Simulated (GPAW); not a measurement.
# TmMnIn (P-6m2) in GPAW: equation of state

Aim: energy against volume of TmMnIn in PBE, for its equilibrium volume and stiffness.

Program: GPAW 26.7.0. These are calculated values, not measurements. Logs are shortened: lines on timing, memory, paths and dates and some standing lists are left out, and cuts for length are marked. The log counts tension as positive stress, the text compression.

### 1 The crystal as given

The structure is hexagonal, space group P-6m2 (No. 187). Conventional cell: a = 4.748 Å, b = 4.748 Å, c = 3.468 Å, α = 90.00°, β = 90.00°, γ = 120.00°. Around Tm (site symmetry -6m2) lie 6 In at 3.24 Å and 6 Mn at 3.24 Å and 2 Tm at 3.47 Å. In (site symmetry -6m2) has 3 Mn at 2.74 Å as nearest neighbours. Around Mn (site symmetry -6m2) lie 3 In at 2.74 Å.

The cell comes from a database or a generator and needn't be the stable form of this composition.

### 2 Equation of state, PBE, collinear spin, ferromagnetic start

Contents of run.py:

```python
from ase.eos import EquationOfState
from ase.io import Trajectory, read
from ase.units import GPa
from gpaw import GPAW, PW

atoms = read('TmMnIn.xyz')
atoms.set_initial_magnetic_moments([2.0, 0.0, 4.0])

traj = Trajectory('eos.traj', 'w')
volumes, energies = [], []
for x in [0.94, 0.96, 0.98, 1.0, 1.02, 1.04, 1.06]:
    a = atoms.copy()
    a.set_cell(atoms.cell * x**(1 / 3), scale_atoms=True)
    calc = GPAW(mode=PW(800),
                xc='PBE',
                kpts={'size': (7, 7, 8), 'gamma': True},
                occupations={'name': 'fermi-dirac', 'width': 0.05},
                nbands=45,
                convergence={'density': 1e-05, 'energy': 1e-05},
                maxiter=150,
                txt=f'eos-{x:.2f}.txt')
    a.calc = calc
    energies.append(a.get_potential_energy(force_consistent=True))
    volumes.append(a.get_volume())
    p = -a.get_stress()[:3].mean() / GPa
    calc.write(f'eos-{x:.2f}.gpw')
    traj.write(a)
    print(f'{x:.2f} {volumes[-1]:10.4f} A^3 {energies[-1]:14.6f} eV {p:9.3f} GPa', flush=True)

v0, e0, B = EquationOfState(volumes, energies, eos='birchmurnaghan').fit()
print(f'V0 = {v0:.4f} A^3, E0 = {e0:.6f} eV, B0 = {B / GPa:.2f} GPa')
```

Contents of TmMnIn.xyz:

```xyz
3
Lattice="4.7482601873 0.0000000000 0.0000000000 -2.3741300936 4.1121139459 0.0000000000 0.0000000000 0.0000000000 3.4683160000" Properties=species:S:1:pos:R:3 pbc="T T T"
Tm     2.3741300939      1.3707046485      0.0000000000
In    -0.0000000002      2.7414092974      1.7341580000
Mn     0.0000000000      0.0000000000      1.7341580000
```

Potentials or basis: GPAW PAW data sets (gpaw-data 1.2.1), pw.

On the command line:

```sh
OMP_NUM_THREADS=1 python run.py
```

Output:

```text
__  _  _
 | _ |_)|_||  |
 |__||  | ||/\| - 26.7.0

Input parameters:
  mode=PW(ecut=800.0),
  convergence={'density': 1e-05, 'energy': 1e-05},
  kpts=MonkhorstPack(size=(7, 7, 8), gamma=True),
  maxiter=150,
  nbands=45,
  occupations=Occupations(name='fermi-dirac', width=0.05),
  xc=XC(name='PBE')

Diagonalizing LCAO Hamiltonian
Converting LCAO to pw mode

         In
       Mn

              Tm

Atoms  # Å, Bohr magnetons
|   | symbol |         x |        y |        z |    initial magnetic moments |
|---|--------|-----------|----------|----------|-----------------------------|
| 0 |     Tm |  2.325665 | 1.342723 | 0.000000 | ( 0.0000,  0.0000,  2.0000) |
| 1 |     In | -0.000000 | 2.685446 | 1.698757 | ( 0.0000,  0.0000,  0.0000) |
| 2 |     Mn |  0.000000 | 0.000000 | 1.698757 | ( 0.0000,  0.0000,  4.0000) |

Unit cell  # Å
| periodic |         x |        y |        z |  lengths |     angles |
|----------|-----------|----------|----------|----------|------------|
|      yes |  4.651330 | 0.000000 | 0.000000 | 4.651330 |  90.000000 |
|      yes | -2.325665 | 4.028170 | 0.000000 | 4.651330 |  90.000000 |
|      yes |  0.000000 | 0.000000 | 3.397514 | 3.397514 | 120.000000 |

Number of symmetries: 12
Symmetry operations  # r_c * U_cc + t_c -> r_c
|    | kind |            matrix            |
|----|------|------------------------------|
|  0 |  σ   |  1, 1, 0,  0,-1, 0,  0, 0, 1 |
|  1 |  C2  |  1, 1, 0,  0,-1, 0,  0, 0,-1 |
|  2 |  E   |  1, 0, 0,  0, 1, 0,  0, 0, 1 |
|  3 |  σ   |  1, 0, 0,  0, 1, 0,  0, 0,-1 |
|  4 |  C3  |  0, 1, 0, -1,-1, 0,  0, 0, 1 |
|  5 |  S3  |  0, 1, 0, -1,-1, 0,  0, 0,-1 |
|  6 |  σ   |  0,-1, 0, -1, 0, 0,  0, 0, 1 |
|  7 |  C2  |  0,-1, 0, -1, 0, 0,  0, 0,-1 |
|  8 |  σ   | -1, 0, 0,  1, 1, 0,  0, 0, 1 |
|  9 |  C2  | -1, 0, 0,  1, 1, 0,  0, 0,-1 |
| 10 |  C3  | -1,-1, 0,  1, 0, 0,  0, 0, 1 |
| 11 |  S3  | -1,-1, 0,  1, 0, 0,  0, 0,-1 |

BZ-sampling:
  Number of BZ points: 392
  Number of IBZ points: 40

  Monkhorst-Pack size: [7, 7, 8]
  Monkhorst-Pack shift: [0.0, 0.0, 0.0625]

K-points  # in reciprocal-cell coordinates
|     |                                coordinates |     weight |
|-----|--------------------------------------------|------------|
|   0 | (  0.00000000,   0.00000000,   0.00000000) | 0.00255102 |
|   1 | (  0.00000000,   0.00000000,   0.12500000) | 0.00510204 |
|   2 | (  0.00000000,   0.00000000,   0.25000000) | 0.00510204 |
|   3 | (  0.00000000,   0.00000000,   0.37500000) | 0.00510204 |
|   4 | (  0.00000000,   0.00000000,   0.50000000) | 0.00255102 |
|   5 | (  0.14285714,   0.00000000,   0.00000000) | 0.01530612 |
|   6 | (  0.14285714,   0.00000000,   0.12500000) | 0.03061224 |
|   7 | (  0.14285714,   0.00000000,   0.25000000) | 0.03061224 |
|   8 | (  0.14285714,   0.00000000,   0.37500000) | 0.03061224 |
|   9 | (  0.14285714,   0.00000000,   0.50000000) | 0.01530612 |
| ... |                                            |            |
|  39 | (  0.42857143,   0.42857143,   0.50000000) | 0.01530612 |

Plane wave coefficients: 3294
Cutoff: 800.0 eV

Spin-components: 2 (collinear spins)
Bands:           45
Projectors:      20
Spin-degeneracy: 1
Datatype:        complex128

Parallelization:
  kpt:    1
  domain: 1
  band:   1

Density:
  Valence electrons: 51.0
  Components: 2
  Grid points: [32 32 24]
  Charge: 0.0  # |e|

Potential:
  Grid points: [32 32 24]

species:
  Tm:
    name:    Thulium
    Z:       69.0
    valence: 23
    core:    46
    charge:  0.0  # [|e|]
    compensation charges:
      type: gauss
      rc: 0.35  # [Å]
      lmax: 2
    cutoffs:
      filter: 1.17  # [Å]
      core: 1.68  # [Å]
    projectors
    | kind |    occ | energy [eV] | rcut [Å] |
    |------|--------|-------------|----------|
    |   5s |  2.000 |     -53.378 |    1.164 |
    |   6s |  2.000 |      -3.876 |    1.164 |
    |   5p |  6.000 |     -26.904 |    1.164 |
    |   6p |  0.000 |      -1.121 |    1.164 |
    |   5d |  0.000 |      -0.790 |    1.164 |
    |   4f | 13.000 |      -3.087 |    1.164 |
    |    d |        |      26.422 |    1.164 |
    |    f |        |      24.124 |    1.164 |

    Using partial waves for Tm as LCAO basis

  In:
    name:    Indium
    Z:       49.0
    valence: 13
    core:    36
    charge:  0.0  # [|e|]
    compensation charges:
      type: gauss
      rc: 0.36  # [Å]
      lmax: 2
    cutoffs:
      filter: 2.09  # [Å]
      core: 2.48  # [Å]
    projectors
    | kind |    occ | energy [eV] | rcut [Å] |
    |------|--------|-------------|----------|
    |   5s |  2.000 |      -8.203 |    1.185 |
    |   5p |  1.000 |      -2.521 |    1.244 |
    |   4d | 10.000 |     -18.629 |    1.148 |
    |    s |        |      19.008 |    1.185 |
    |    p |        |      24.691 |    1.244 |
    |    d |        |       8.583 |    1.148 |

    Using partial waves for In as LCAO basis

  Mn:
    name:    Manganese
    Z:       25.0
    valence: 15
    core:    10
    charge:  0.0  # [|e|]
    compensation charges:
      type: gauss
      rc: 0.38  # [Å]
      lmax: 2
    cutoffs:
      filter: 2.14  # [Å]
      core: 0.86  # [Å]
    projectors
    | kind |    occ | energy [eV] | rcut [Å] |
    |------|--------|-------------|----------|
    |   3s |  2.000 |     -85.859 |    1.275 |
    |   4s |  2.000 |      -5.106 |    1.275 |
    |   3p |  6.000 |     -54.597 |    1.281 |
    |   4p |  0.000 |      -1.371 |    1.281 |
    |   3d |  5.000 |      -6.771 |    1.138 |
    |    d |        |      20.441 |    1.138 |

    Using partial waves for Mn as LCAO basis

Reference energy: -560677.702380  # eV

eigensolver:
  PPCG
  Converge bands: occupied
  niter=2

density mixing:
  MSR1-Mixer
  Pratt-step length: 0.05
  Maximum mixing coefficient: 0.75
  Old densities: 10
  SVD Regularization: 0.005
  Good broyden scale: 1.0
  Trust region scale: 1.0
  Backstep threshold: 4.0
  History deletion threshold: 6.0
  Fourier metric: weight=20.0, sigma=0.015

occupation numbers:
  Fermi-Dirac:
    width: 0.0500  # eV

poisson solver:
  ecut: 6400.0  # eV

xc functional:
  name: PBE with 2 nearest neighbor stencil

convergence criteria:
- Maximum integral of absolute [dens]ity change: 1e-05 electrons / valence electron
- Maximum [total energy] change in last 3 cyles: 1e-05 eV / valence electron
- Maximum integral of absolute [eigenst]ate change: 4e-08 eV^2 / valence electron
maximum number of iterations: 150

SCF iterations
|iter     | |      energy | eigst |  dens |  magmom |
|---------|-|-------------|-------|-------|---------|
|iter:   1| |  -25.556864 | +0.40 |       |  +5.8550|
|iter:   2| |  -19.944193 | -1.49 | -0.91 |  +5.7696|
|iter:   3| | -114.788902 | +0.17 | -0.97 |  +4.8582|
|iter:   4| |  -21.591408 | +0.42 | -0.25 |  +5.2689|
|iter:   5| |  -53.139268 | -0.61 | -0.98 |  +4.3626|
|iter:   6| |  -23.450255 | -1.33 | -0.31 |  +4.3624|
|iter:   7| |  -14.050653 | -1.40 | -0.41 |  +4.8502|
|iter:   8| |  -14.499256 | -2.91 | -1.58 |  +4.9227|
|iter:   9| |  -14.735395 | -4.02 | -0.93 |  +4.8939|
|iter:  10| |  -14.756972 | -5.35 | -0.84 |  +4.8831|
|iter:  11| |  -14.755552 | -5.67 | -0.84 |  +4.8747|
|iter:  12| |  -14.045977 | -2.83 | -0.84 |  +4.9207|
|iter:  13| |  -14.071396 | -3.39 | -1.46 |  +5.0118|
|iter:  14| |  -14.591130 | -2.70 | -1.50 |  +4.9947|
|iter:  15| |  -17.311894 | -1.40 | -0.94 |  +5.1115|
|iter:  16| |  -14.204435 | -1.57 | -1.03 |  +4.9684|
|iter:  17| |  -14.089696 | -2.83 | -1.22 |  +5.0686|
|iter:  18| |  -14.098073 | -3.29 | -1.97 |  +4.9889|
|iter:  19| |  -14.076528 | -3.74 | -1.58 |  +5.0428|
|iter:  20| |  -14.076166 | -5.32 | -2.21 |  +5.0448|
|iter:  21| |  -14.076188c| -4.84 | -2.41 |  +5.0484|
|iter:  22| |  -14.076209c| -5.38 | -2.22 |  +5.0562|
|iter:  23| |  -14.077147 | -5.60 | -2.59 |  +5.0543|
|iter:  24| |  -14.077250 | -5.86 | -2.93 |  +5.0485|
|iter:  25| |  -14.076479 | -5.92 | -2.94 |  +5.0439|
|iter:  26| |  -14.076968 | -6.31 | -2.88 |  +5.0415|
|iter:  27| |  -14.076965c| -6.99 | -3.52 |  +5.0367|
|iter:  28| |  -14.076906c| -7.85c| -3.78 |  +5.0356|
|iter:  29| |  -14.076913c| -7.64c| -4.56 |  +5.0353|
|iter:  30| |  -14.076910c| -7.92c| -4.79 |  +5.0352|
|iter:  31| |  -14.076910c| -8.21c| -5.18c|  +5.0351|

Converged in 31 steps
Energy contributions relative to reference atoms: (reference = -560677.702380)

Energy contributions:
  Kinetic:         -28.876536
  Coulomb:          30.073829
  Zero:              0.994164
  External:          0.000000
  Xc:              -16.205545
  Entropy:          -0.125644
  Spinorbit:         0.000000
  ----------------------------
  Free energy:     -14.139732
  Extrapolated:    -14.076910

dipole moment: (-4.465269, -9.445617, -16.157635)  # |e|*Ang

Total magnetic moment: (0.000000, 0.000000, 5.035145)

Local magnetic moments
|        x |        y |         z |
|----------|----------|-----------|
| 0.000000 | 0.000000 |  1.318801 |  # Tm   0
| 0.000000 | 0.000000 | -0.023010 |  # In   1
| 0.000000 | 0.000000 |  3.511932 |  # Mn   2

Fermi level: 8.444
Eigenvalues  # (at kpt = [0.000, 0.000, 0.000])
| band index |      eig [eV] | occ [0-1] |      eig [eV] | occ [0-1] |
|------------|---------------|-----------|---------------|-----------|
|          0 |       -72.500 |     1.000 |       -68.662 |     1.000 |
|        ... |               |           |               |           |
|         18 |         6.238 |     1.000 |         8.267 |     0.972 |
|         19 |         7.240 |     1.000 |         8.336 |     0.897 |
|         20 |         7.240 |     1.000 |         8.340 |     0.889 |
|         21 |         7.257 |     1.000 |         8.340 |     0.889 |
|         22 |         7.273 |     1.000 |         8.344 |     0.880 |
|         23 |         7.308 |     1.000 |         8.392 |     0.738 |
[... 8 lines left out ...]
|         32 |        13.599 |     0.000 |        14.112 |     0.000 |
|         33 |        14.056 |     0.000 |        14.258 |     0.000 |
|        ... |               |           |               |           |
|         44 |        24.287 |     0.000 |        24.544 |     0.000 |

No gap
No difference between direct/indirect transitions

Stress tensor  # eV/Ang^3
|         x |         y |         z |
|-----------|-----------|-----------|
| -0.048981 |  0.000000 |  0.000000 |
|  0.000000 | -0.048981 |  0.000000 |
|  0.000000 |  0.000000 | -0.029310 |

# Writing to eos-0.94.gpw (mode='')
```

Wall time 72 min (1 thread of Arm Neoverse V1, shared host); peak memory 0.71 GiB.

What came out:

* Equilibrium volume: 23.57 Å³/atom
* Bulk modulus at fixed shape and positions: 53 GPa
* Pressure derivative of the bulk modulus: 3.9

Energy against volume, from the lowest point:
| volume (Å³/atom) | energy (meV/atom) |
| --- | --- |
| 21.219 | 45.96 |
| 21.670 | 28.95 |
| 22.122 | 16.22 |
| 22.573 | 7.37 |
| 23.025 | 2.08 |
| 23.476 | 0.00 |
| 23.928 | 0.83 |

Caveat: one-centre terms of the f shell are cut off; the magnetic or orbital state may not be the lowest; the cell was scaled at fixed shape and fractional positions, which overstates the stiffness of a crystal with free parameters, most of all of layers and chains; spin-orbit coupling is left out, which moves the levels of the heavy elements; without U or exact exchange the open f shell lies at the Fermi level, which spoils levels, moments and volumes. The state reached can hang on the start; a lower one may exist.
